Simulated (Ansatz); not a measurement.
# CH₇AlSi₂: how energies converge with the basis set

How large a basis does CH₇AlSi₂ need? Two functionals are run in growing sets.

Method: one geometry, several basis sets; program: Ansatz 0.2.0, Gaussian basis.

Levels to be run: PBE0-D4/def2-SVP; ωB97M-V/def2-SVP; PBE0-D4/def2-QZVPP; ωB97M-V/def2-QZVPP; the functionals' def2-TZVPP values are taken from earlier runs.

## Step 1: Structure used throughout

The geometry comes from an earlier relaxation with PBE0-D4 in a triple-zeta def2 set; it is a stationary point, not always the lowest conformer.

11 atoms, charge 0, spin multiplicity 1.

Atoms are counted from 1 here; the program's logs count them from 0.

Bond lengths: Si1–Al2 2.446 Å, Si1–H5 1.491 Å, Si1–H6 1.489 Å, Si1–H7 1.488 Å, Al2–C3 1.962 Å, Al2–Si4 2.337 Å, C3–Si4 1.916 Å, C3–H8 1.097 Å, C3–H9 1.089 Å, Si4–H10 1.488 Å, Si4–H11 1.489 Å. Angles: Al2–Si1–H5 108.5°, Al2–Si1–H6 111.6°, Al2–Si1–H7 112.0°, H5–Si1–H6 108.1°, H5–Si1–H7 108.1°, H6–Si1–H7 108.5°, Si1–Al2–C3 141.3°, Si1–Al2–Si4 166.4°, C3–Al2–Si4 52.0°, Al2–C3–Si4 74.1°, Al2–C3–H8 111.0°, Al2–C3–H9 127.2°, Si4–C3–H8 112.0°, Si4–C3–H9 119.4°, H8–C3–H9 109.1°, Al2–Si4–C3 53.9°, Al2–Si4–H10 129.6°, Al2–Si4–H11 119.0° and more.

## Step 2: PBE0-D4 in def2-SVP

Contents of in.yaml:

```yaml
crystal:
  periodic: [false, false, false]
  atoms:
    - {symbol: Si, position_ang: [-1.299002, 2.198516, -0.626181]}
    - {symbol: Al, position_ang: [0.047888, 0.200610, -0.207304]}
    - {symbol: C, position_ang: [0.269510, -1.252051, 1.092966]}
    - {symbol: Si, position_ang: [1.500953, -1.625237, -0.326264]}
    - {symbol: H, position_ang: [-2.531418, 1.792438, -1.360526]}
    - {symbol: H, position_ang: [-1.713002, 2.857230, 0.643696]}
    - {symbol: H, position_ang: [-0.572931, 3.195030, -1.458955]}
    - {symbol: H, position_ang: [0.779434, -0.896046, 1.996216]}
    - {symbol: H, position_ang: [-0.467546, -2.004255, 1.372085]}
    - {symbol: H, position_ang: [2.941734, -1.715222, 0.036488]}
    - {symbol: H, position_ang: [1.109880, -2.807914, -1.141721]}
basis:
  gaussian: {orbitals: def2-SVP}
hamiltonian: {xc: pbe0, dispersion: d4}
output: {orbitals: {seedname: orbitals}}
```

Started as:

```
ansatz run in.yaml --threads 2 --pin off --events-out ev --progress --plain --max-ram 4352MiB
```

The runs that follow: ωB97M-V in def2-SVP; PBE0-D4 in def2-QZVPP; ωB97M-V in def2-QZVPP.

Before running them: what should the planned runs give, taken together? Wanted: PBE0-D4: double and triple zeta above quadruple; ωB97M-V: double and triple zeta above quadruple.

As calculated:

| quantity | value |
| --- | --- |
| PBE0-D4: double and triple zeta above quadruple | 9.81, 0.78 eV |
| ωB97M-V: double and triple zeta above quadruple | 9.89, 0.75 eV |

What this shows: PBE0-D4 gains 9.03 eV from double to triple zeta, then 0.78 eV more. Total energies overstate the basis error of differences, where much of it tends to cancel.
